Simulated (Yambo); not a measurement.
# SnTe (Fm-3m) in Yambo: notebook

The runs below take SnTe through G0W0 quasiparticle levels, optical spectrum, optical spectrum by the Bethe-Salpeter equation, with PBEsol.

Program: Yambo 5.3.0. These are calculated values, not measurements. Logs are shortened: lines on timing, memory, paths and dates and some standing lists are left out, and cuts for length are marked.

### 1 The structure

Symmetry: Fm-3m, No. 225, cubic system. The conventional cell has a = 6.302 Å, b = 6.302 Å, c = 6.302 Å, α = 90.00°, β = 90.00°, γ = 90.00°. Te (site symmetry m-3m) has 6 Sn at 3.15 Å as nearest neighbours. Sn (site symmetry m-3m) is surrounded by 6 Te at 3.15 Å.

### 2 G0W0 quasiparticle levels, PBEsol (cell squeezed)

g0w00.in reads:

```
gw0
dyson
el_el_corr
rim_cut
HF_and_locXC
ppa
em1d
RandQpts= 1000000
RandGvec= 50 RL
EXXRLvcs= 80 Ry
VXCRLvcs= 80 Ry
Chimod= "HARTREE"
% BndsRnXp
 1 | 75 |
%
NGsBlkXp= 6 Ry
% LongDrXp
 1 | 1 | 1 |
%
PPAPntXp= 27.21138 eV
% GbndRnge
 1 | 75 |
%
GTermKind= "BG"
DysSolver= "n"
ExtendOut
% QPkrange
 1 | 1 | 14 | 17 |
 3 | 3 | 14 | 17 |
%
```

scf.in reads:

```
&CONTROL
  calculation = 'scf'
  prefix = 'pwscf'
  outdir = './tmp'
  pseudo_dir = './pseudo'
/
&SYSTEM
  ibrav = 0
  nat = 2
  ntyp = 2
  ecutwfc = 80
  nbnd = 22
  occupations = 'smearing'
  smearing = 'fd'
  degauss = 0.00367493
  force_symmorphic = .true.
/
&ELECTRONS
  conv_thr = 4d-10
  electron_maxstep = 120
  mixing_beta = 0.5
/
ATOMIC_SPECIES
Te   127.6000 Te.upf
Sn   118.7100 Sn.upf
CELL_PARAMETERS angstrom
   0.0000000000    3.1082657258    3.1082657258
   3.1082657258    0.0000000000    3.1082657258
   3.1082657258    3.1082657258    0.0000000000
ATOMIC_POSITIONS crystal
Te     0.5000000000    0.5000000000    0.5000000000
Sn     0.0000000000    0.0000000000    0.0000000000
K_POINTS automatic
8 8 8 0 0 0
```

nscf.in reads:

```
&CONTROL
  calculation = 'nscf'
  prefix = 'pwscf'
  outdir = './tmp'
  pseudo_dir = './pseudo'
/
&SYSTEM
  ibrav = 0
  nat = 2
  ntyp = 2
  ecutwfc = 80
  nbnd = 75
  occupations = 'fixed'
  force_symmorphic = .true.
/
&ELECTRONS
  conv_thr = 1d-08
  diago_full_acc = .true.
  diago_thr_init = 1d-06
/
ATOMIC_SPECIES
Te   127.6000 Te.upf
Sn   118.7100 Sn.upf
CELL_PARAMETERS angstrom
   0.0000000000    3.1082657258    3.1082657258
   3.1082657258    0.0000000000    3.1082657258
   3.1082657258    3.1082657258    0.0000000000
ATOMIC_POSITIONS crystal
Te     0.5000000000    0.5000000000    0.5000000000
Sn     0.0000000000    0.0000000000    0.0000000000
K_POINTS automatic
4 4 4 0 0 0
```

Potentials or basis: PseudoDojo 0.4.1 SR PBEsol standard.

The run is started by

```sh
OMP_NUM_THREADS=1 pw.x -in scf.in > scf.out
OMP_NUM_THREADS=1 pw.x -in nscf.in > nscf.out
cd tmp/pwscf.save; p2y; mv SAVE ../..; cd ../..
OMP_NUM_THREADS=1 yambo
OMP_NUM_THREADS=1 yambo -F g0w00.in -J g0w00 -C g0w00_out
```

Yambo's report:

```text
[... sections 02.01 to 02.04 as in the set-up run ...]

  [02.05] Energies & Occupations
  ==============================

  [X] === General ===
  [X] Electronic Temperature                        :  0.000000  0.000000 [eV K]
  [X] Bosonic    Temperature                        :  0.000000  0.000000 [eV K]
  [X] Finite Temperature mode                       : no
  [X] El. density                                   :  0.49950E+24 [cm-3]
  [X] Fermi Level                                   :  10.37712 [eV]

  [X] === Gaps and Widths ===
  [X] Conduction Band Min                           :  0.268585 [eV]
  [X] Valence Band Max                              :  0.000000 [eV]
  [X] Filled Bands                                  :  15
  [X] Empty Bands                                   :   16   75
  [X] Direct Gap                                    :  0.268585 [eV]
  [X] Direct Gap localized at k                     :  3
  [X] Indirect Gap                                  :  0.268585 [eV]
  [X] Indirect Gap between kpts                     :  3  3
  [X] Last valence band width                       :  3.866529 [eV]
  [X] 1st conduction band width                     :  3.258855 [eV]

 [03] Transferred momenta grid and indexing
 ==========================================

 IBZ Q-points                                      :   8
 BZ  Q-points                                      :   64

 K/Q-points units:
 rlu = crystal or reduced units; cc = cartesian coordinates; iku = interal k-units

 Q [1]          [rlu]:  0.000000  0.000000  0.000000
 Q [2]          [rlu]:  0.62738E-17  0.62738E-17  0.25000
 Q [3]          [rlu]: -0.12548E-16 -0.12548E-16 -0.50000
 Q [4]          [rlu]: -0.12252E-17  0.25000      0.25000
 Q [5]          [rlu]: -0.96041E-18  0.25000      0.50000
 Q [6]          [rlu]: -0.12548E-16  0.25000     -0.25000
 Q [7]          [rlu]:  0.24504E-17 -0.50000     -0.50000
 Q [8]          [rlu]:  0.250000 -0.500000 -0.250000

 [04] Coloumb potential Random Integration (RIM)
 ===============================================

  [04.01] RIM initialization
  ==========================

  * Diagonal components only detected *

  8 x (sBL volume)        :  0.076501 [a.u.]
  sBZ random points       :  1000000
  Points outside the sBZ  :   7968281
  RL volume               :  0.612010 [a.u.]
  Integrated volume       :  0.614446 [a.u.]

  [04.02] RIM integrals
  =====================

  Gamma point sphere radius             :  0.077003 [a.u.]
  Points outside the sphere             :   800476
  [Int_sBZ(q=0) 1/q^2]*(Vol_sBZ)^(-1/3) =:  7.776341
                                 should be <:  7.795600
  [WR./g0w00//ndb.RIM]------------------------------------------------------------
   Brillouin Zone Q/K grids (IBZ/BZ)                :    8   64    8   64
   Coulomb cutoff potential                         : none
   Coulombian RL components                         :   51
   Coulombian diagonal components                   : yes
   RIM random points                                :  1000000
   RIM  RL volume             [a.u.]                :  0.614446
   Real RL volume             [a.u.]                :  0.612010
   Eps^-1 reference component                       : 0
   Eps^-1 components                                :  0.000000  0.000000  0.000000
   RIM anysotropy factor                            :  0.000000

  Summary of Coulomb integrals for non-metallic bands |Q|[au] RIM/Bare

  Q [1] 0.100000E-4 0.997530 * Q [2] 0.231597 1.068455
  Q [4] 0.267426 1.067204 * Q [6] 0.378197 1.029949
  Q [5] 0.443475 1.022734 * Q [3] 0.463195 1.020719
  Q [7] 0.534851 1.017560 * Q [8] 0.597982 1.014341

 [05] Dipoles
 ============

  [05.01] Setup: observables and procedures
  =========================================

  [WF-Oscillators/G space/Transverse up loader] Normalization (few states)  min/max  :  0.77579E-17   1.0000

  [WR./g0w00//ndb.dipoles]--------------------------------------------------------
   Brillouin Zone Q/K grids (IBZ/BZ)                :    8   64    8   64
   RL vectors                                       :   5961 [WF]
   Fragmentation                                    : yes
   Electronic Temperature                           :  0.000000 [K]
   Bosonic    Temperature                           :  0.000000 [K]
   DIP band range                                   :    1   75
   DIP band range limits                            :  15  16
[... 48 lines left out ...]

 [07] Local Exchange-Correlation + Non-Local Fock
 ================================================

 [VXC] Plane waves :   4957
 [EXS] Plane waves :   4957

 QP @ state[ 1 ] K range:  1  1
 QP @ state[ 1 ] b range:  14  17
 QP @ state[ 2 ] K range:  3  3
 QP @ state[ 2 ] b range:  14  17

 [xc] Functional : Perdew, Burke & Ernzerhof SOL(X)+Perdew, Burke & Ernzerhof SOL(C)
 [xc] LIBXC used to calculate xc functional
  PP Number of Atomic Species                      :  2
  NLCC RL compoments                               :   39189
  PP Number of Atomic Species                      :  2
  NLCC RL compoments                               :   39189
 [WR./g0w00//ndb.HF_and_locXC]---------------------------------------------------
  Brillouin Zone Q/K grids (IBZ/BZ)                :    8   64    8   64
  RL vectors                                       :   5961 [WF]
  Fragmentation                                    : no
  Electronic Temperature                           :  0.000000 [K]
  Bosonic    Temperature                           :  0.000000 [K]
  Green`s function   wavefunctions                 : Perdew, Burke & Ernzerhof SOL(X)+Perdew, Burke & Ernzerhof SOL(C)
  Total number of QP states                        :   8
  Exchange RL vectors                              :   4957
  Exchange summation bands                         :  15
  RIM RL components                                :   51
  RIM random points                                :  1000000

 [xc] E_xc :  -17.89318 [Ha]
      E_xc :  -35.78635 [Ry]

  Local XC kind (lXC) : Perdew, Burke & Ernzerhof SOL(X)+Perdew, Burke & Ernzerhof SOL(C)
  Non-Local XC kind (nlXC) : Hartree-Fock

  Corrections @ K [1] :  [eV]
 <14|nlXC|14> = -14.58630  0.50584E-18 <14|lXC|14> = -11.77842  0.000000
 <15|nlXC|15> = -14.58631 -0.16861E-17 <15|lXC|15> = -11.77843  0.000000
 <16|nlXC|16> = -7.417690 -0.37164E-17 <16|lXC|16> = -11.09222 -0.75527E-15
 <17|nlXC|17> = -7.417680 -0.29873E-17 <17|lXC|17> = -11.09222  0.000000

  Corrections @ K [3] :  [eV]
 <14|nlXC|14> = -14.37717 -0.14100E-17 <14|lXC|14> = -11.91194  0.000000
 <15|nlXC|15> = -9.960676  0.49122E-17 <15|lXC|15> = -10.18309  0.000000
 <16|nlXC|16> = -10.55610 -0.79708E-17 <16|lXC|16> = -12.18100 -0.94408E-16
 <17|nlXC|17> = -7.999726  0.52542E-17 <17|lXC|17> = -10.36032  0.000000

 [08] Dyson equation: Newton solver
 ==================================

 [WARNING] Response block size in GW reduced to 137     RL (3432    mHa)

  [08.01] G0W0 (W PPA)
  ====================

  [  GW  ] Bands range     :    1   75
  [GW/PPA] G damping       :  0.100000 [eV]

  QP @ state[ 1 ] K range:  1  1
  QP @ state[ 1 ] b range:  14  17
  QP @ state[ 2 ] K range:  3  3
  QP @ state[ 2 ] b range:  14  17
[... 19 lines left out ...]
   :: Time ordering fails/rest    :  0.504607
   :: Mean rel dev of PP cond     :  0.300300
   Current Q-pt index             :   6
   :: PP condition fails/total    :  0.302520
   :: Time ordering fails/rest    :  0.491865
   :: Mean rel dev of PP cond     :  0.302432
   Current Q-pt index             :   7
   :: PP condition fails/total    :  0.319676
   :: Time ordering fails/rest    :  0.500274
   :: Mean rel dev of PP cond     :  0.319580
   Current Q-pt index             :   8
   :: PP condition fails/total    :  0.316692
   :: Time ordering fails/rest    :  0.501053
   :: Mean rel dev of PP cond     :  0.316599

  [08.02] QP properties and I/O
  =============================

  Legend (energies in eV)
  - B  : Band       - Eo  : bare energy
  - E  : QP energy  - Z   : Renormalization factor
  - So : Sc(Eo)     - S   : Sc(E)
  - dSp: Sc derivative precision

  - lXC: Local XC (Perdew, Burke & Ernzerhof SOL(X)+Perdew, Burke & Ernzerhof SOL(C))
  -nlXC: non-Local XC (Hartree-Fock)

  QP [eV] @ K [1] (iku):  0.000000  0.000000  0.000000
   B=14 Eo= -2.16 E= -2.94 E-Eo= -0.78 Re(Z)=0.77 Im(Z)=-0.163054E-2 nlXC= -14.5863 lXC= -11.7784 So=  1.79912
   B=15 Eo= -2.16 E= -2.94 E-Eo= -0.78 Re(Z)=0.77 Im(Z)=-0.162546E-2 nlXC= -14.5863 lXC= -11.7784 So=  1.80250
   B=16 Eo=  3.53 E=  3.04 E-Eo= -0.49 Re(Z)=0.77 Im(Z)=-0.171952E-2 nlXC= -7.41769 lXC= -11.0922 So= -4.31158
   B=17 Eo=  3.53 E=  3.03 E-Eo= -0.49 Re(Z)=0.77 Im(Z)=-0.250025E-2 nlXC= -7.41768 lXC= -11.0922 So= -4.31496

  QP [eV] @ K [3] (iku): -0.250000 -0.250000  0.250000
   B=14 Eo= -1.82 E= -2.52 E-Eo= -0.70 Re(Z)=0.78 Im(Z)=-0.166877E-2 nlXC= -14.3772 lXC= -11.9119 So=  1.56018
   B=15 Eo=  0.00 E= -0.46 E-Eo= -0.46 Re(Z)=0.79 Im(Z)=-0.155695E-2 nlXC= -9.96068 lXC= -10.1831 So=-0.804911
   B=16 Eo=  0.27 E= -0.24 E-Eo= -0.51 Re(Z)=0.79 Im(Z)=-0.156498E-2 nlXC= -10.5561 lXC= -12.1810 So= -2.26995
   B=17 Eo=  0.36 E= -0.08 E-Eo= -0.45 Re(Z)=0.79 Im(Z)=-0.156468E-2 nlXC= -7.99973 lXC= -10.3603 So= -2.92592

  [WR./g0w00//ndb.QP]-------------------------------------------------------------
   Lattice constants                                :  5.873771  5.873771  5.873771
   Coulomb cutoff potential                         : none
   Electronic Temperature                           :  0.000000 [K]
   Bosonic    Temperature                           :  0.000000 [K]
   Green`s function   energies                      : Perdew, Burke & Ernzerhof SOL(X)+Perdew, Burke & Ernzerhof SOL(C)
   wavefunctions                                    : Perdew, Burke & Ernzerhof SOL(X)+Perdew, Burke & Ernzerhof SOL(C)
   PPA    diel. fun.  energies                      : Perdew, Burke & Ernzerhof SOL(X)+Perdew, Burke & Ernzerhof SOL(C)
   wavefunctions                                    : Perdew, Burke & Ernzerhof SOL(X)+Perdew, Burke & Ernzerhof SOL(C)
   QP tot states                                    :   8
   GW solver                                        : Newton
   GW approximation                                 : PPA
   PPA imaginary Energy                             :  27.21138 ev
   RIM G`s                                          :   51
   RIM random pts                                   :  1000000
   dS/dw steps                                      :  2
   dS/dw step                                       :  0.100000 ev
   X G`s                                            :  137 used
   X G`s                                            :  137 disk
   X bands                                          :    1   75
   X poles                                          :  100.0000 o/o
   X e/h E range                                    : -1.000000 -1.000000 ev
   X Hxc Kernel                                     : HARTREE
   X BZ energy Double Grid                          : no
   X Optical Averaged directions                    : none
   Sc/G bands                                       :    1   75
   Sc/G damping                                     :  0.100000 ev
   Sc bands terminator                              : yes
   Sc terminator kind                               : BG
   Sc Terminator pole                               :  40.81708
   Sx RL components                                 :   4957

   QP @ state[ 1 ] K range                          :  1  1
   QP @ state[ 1 ] b range                          :  14  17
   QP @ state[ 2 ] K range                          :  3  3
   QP @ state[ 2 ] b range                          :  14  17
   GF energies kind                                 : Perdew, Burke & Ernzerhof SOL(X)+Perdew, Burke & Ernzerhof SOL(C)
   GF WF`s kind                                     : Perdew, Burke & Ernzerhof SOL(X)+Perdew, Burke & Ernzerhof SOL(C)
   Xs energies kind                                 : Perdew, Burke & Ernzerhof SOL(X)+Perdew, Burke & Ernzerhof SOL(C)
   Xs WF`s kind                                     : Perdew, Burke & Ernzerhof SOL(X)+Perdew, Burke & Ernzerhof SOL(C)
```

It took 4 min on 1 thread of Intel Xeon Platinum 8259CL at 2.50GHz (Skylake/Cascade Lake), shared host; peak memory 0.39 GiB.

Results:

```
Band gap on the k mesh, mean-field level          : 0.27 eV, direct
Quasiparticle gap                                 : 0.22 eV
Least direct quasiparticle gap                    : 0.22 eV
Quasiparticle gap at Γ                            : 5.97 eV
Band gap of the same states before the correction : 0.27 eV
```

Quasiparticle terms (eV):
| k point | band | Kohn-Sham level | Vxc | Σx | Σc | Z | result |
| --- | --- | --- | --- | --- | --- | --- | --- |
| (0.000, 0.000, 0.000) | 14 | -2.16 | -11.78 | -14.59 | 1.80 | 0.77 | -2.94 |
| (0.000, 0.000, 0.000) | 15 | -2.16 | -11.78 | -14.59 | 1.80 | 0.77 | -2.94 |
| (0.000, 0.000, 0.000) | 16 | 3.53 | -11.09 | -7.42 | -4.31 | 0.77 | 3.04 |
| (0.000, 0.000, 0.000) | 17 | 3.53 | -11.09 | -7.42 | -4.31 | 0.77 | 3.03 |
| (0.000, 0.000, -0.500) | 14 | -1.82 | -11.91 | -14.38 | 1.56 | 0.78 | -2.52 |
| (0.000, 0.000, -0.500) | 15 | 0.00 | -10.18 | -9.96 | -0.80 | 0.79 | -0.46 |
| (0.000, 0.000, -0.500) | 16 | 0.27 | -12.18 | -10.56 | -2.27 | 0.79 | -0.24 |
| (0.000, 0.000, -0.500) | 17 | 0.36 | -10.36 | -8.00 | -2.93 | 0.79 | -0.08 |

Caveat: the k mesh is coarse (spacing up to 0.44 Å⁻¹), so the values aren't converged; the potentials hold a filled d shell without the s and p states of that shell, which can shift GW gaps by tenths of an eV, either way; this version prints the column dSc/dw multiplied by 27.2; the terminator is approximate in this version, by hundredths of an eV; spin-orbit coupling is left out, which moves the levels of the heavy elements.

### 3 Optical spectrum, PBEsol (cell squeezed)

optics1.in reads:

```
optics
chi
Chimod= "HARTREE"
% BndsRnXd
 1 | 40 |
%
NGsBlkXd= 3 Ry
% LongDrXd
 1 | 0 | 0 |
%
% QpntsRXd
 1 | 1 |
%
% EnRngeXd
 0 | 20 | eV
%
% DmRngeXd
 0.1 | 0.1 | eV
%
ETStpsXd= 200
```

scf.in is that of step 2.

nscf.in is that of step 2.

Potentials or basis: PseudoDojo 0.4.1 SR PBEsol standard.

The run is started by

```sh
OMP_NUM_THREADS=1 pw.x -in scf.in > scf.out
OMP_NUM_THREADS=1 pw.x -in nscf.in > nscf.out
cd tmp/pwscf.save; p2y; mv SAVE ../..; cd ../..
OMP_NUM_THREADS=1 yambo
OMP_NUM_THREADS=1 yambo -F optics1.in -J optics1 -C optics1_out
```

Yambo's report:

```text
[... sections 02.01 to 02.04 as in the set-up run ...]

  [02.05] Energies & Occupations
  ==============================

  [X] === General ===
  [X] Electronic Temperature                        :  0.000000  0.000000 [eV K]
  [X] Bosonic    Temperature                        :  0.000000  0.000000 [eV K]
  [X] Finite Temperature mode                       : no
  [X] El. density                                   :  0.49950E+24 [cm-3]
  [X] Fermi Level                                   :  10.37712 [eV]

  [X] === Gaps and Widths ===
  [X] Conduction Band Min                           :  0.268585 [eV]
  [X] Valence Band Max                              :  0.000000 [eV]
  [X] Filled Bands                                  :  15
  [X] Empty Bands                                   :   16   75
  [X] Direct Gap                                    :  0.268585 [eV]
  [X] Direct Gap localized at k                     :  3
  [X] Indirect Gap                                  :  0.268585 [eV]
  [X] Indirect Gap between kpts                     :  3  3
  [X] Last valence band width                       :  3.866529 [eV]
  [X] 1st conduction band width                     :  3.258855 [eV]

 [03] Transferred momenta grid and indexing
 ==========================================

 IBZ Q-points                                      :   8
 BZ  Q-points                                      :   64

 K/Q-points units:
 rlu = crystal or reduced units; cc = cartesian coordinates; iku = interal k-units

 Q [1]          [rlu]:  0.000000  0.000000  0.000000
 Q [2]          [rlu]:  0.62738E-17  0.62738E-17  0.25000
 Q [3]          [rlu]: -0.12548E-16 -0.12548E-16 -0.50000
 Q [4]          [rlu]: -0.12252E-17  0.25000      0.25000
 Q [5]          [rlu]: -0.96041E-18  0.25000      0.50000
 Q [6]          [rlu]: -0.12548E-16  0.25000     -0.25000
 Q [7]          [rlu]:  0.24504E-17 -0.50000     -0.50000
 Q [8]          [rlu]:  0.250000 -0.500000 -0.250000

 [04] Dipoles
 ============

  [04.01] Setup: observables and procedures
  =========================================

  [WF-Oscillators/G space/Transverse up loader] Normalization (few states)  min/max  :  0.77579E-17   1.0000

  [WR./optics1//ndb.dipoles]------------------------------------------------------
   Brillouin Zone Q/K grids (IBZ/BZ)                :    8   64    8   64
   RL vectors                                       :   5961 [WF]
   Fragmentation                                    : yes
   Electronic Temperature                           :  0.000000 [K]
   Bosonic    Temperature                           :  0.000000 [K]
   DIP band range                                   :    1   40
   DIP band range limits                            :  15  16
   DIP e/h energy range                             : -1.000000 -1.000000 [eV]
   RL vectors in the sum                            :   5961
   [r,Vnl] included                                 : yes
   Bands ordered                                    : yes
   Direct v evaluation                              : no
   Approach used                                    : G-space v
   Dipoles computed                                 : R V P [G-space]
   Wavefunctions                                    : Perdew, Burke & Ernzerhof SOL(X)+Perdew, Burke & Ernzerhof SOL(C)

  [WARNING] [r,Vnl^pseudo] included in position and velocity dipoles.

  [WARNING] In case H contains other non local terms, these are neglected

 [05] Optics
 ===========

 [X-CG] R(p) Tot o/o(of R):   1717  24000    100
```

Wall time 76 s (1 thread of Intel Xeon Platinum 8259CL at 2.50GHz (Skylake/Cascade Lake), shared host); peak memory 0.33 GiB.

Results:

| Quantity | Value |
| --- | --- |
| Band gap on the k mesh, mean-field level | 0.27 eV, direct |
| Electronic dielectric constant along the field | 92.60 |
| Electronic dielectric constant along the field, independent particles | 102.58 |

Dielectric function (along the field direction of the input):
| energy (eV) | real part | imaginary part |
| --- | --- | --- |
| 0.30 | 26.16 | 113.96 |
| 1.31 | 38.15 | 9.62 |
| 2.31 | -28.63 | 26.47 |
| 3.32 | -1.69 | 11.27 |
| 4.42 | -4.45 | 1.78 |
| 5.43 | 0.32 | 4.05 |
| 6.43 | -1.83 | 1.77 |
| 7.54 | -3.05 | 2.15 |
| 8.54 | -1.60 | 2.96 |
| 9.55 | -0.85 | 0.46 |
| 10.65 | 0.35 | 0.82 |
| 11.66 | -0.41 | 0.38 |
| 12.66 | 0.05 | 0.34 |
| 13.77 | 0.24 | 0.46 |
| 14.77 | 0.04 | 0.32 |
| 15.78 | 0.49 | 0.14 |
| 16.88 | 0.73 | 0.24 |
| 17.89 | 0.71 | 0.21 |
| 18.89 | 0.45 | 0.36 |
| 20.00 | 0.58 | 0.19 |

Caveat: the k mesh is coarse (spacing up to 0.44 Å⁻¹), so the values aren't converged; spectra need much finer meshes, so this one isn't converged; these spectra lack excitons; spin-orbit coupling is left out, which moves the levels of the heavy elements.

[end of part 1 of 3]
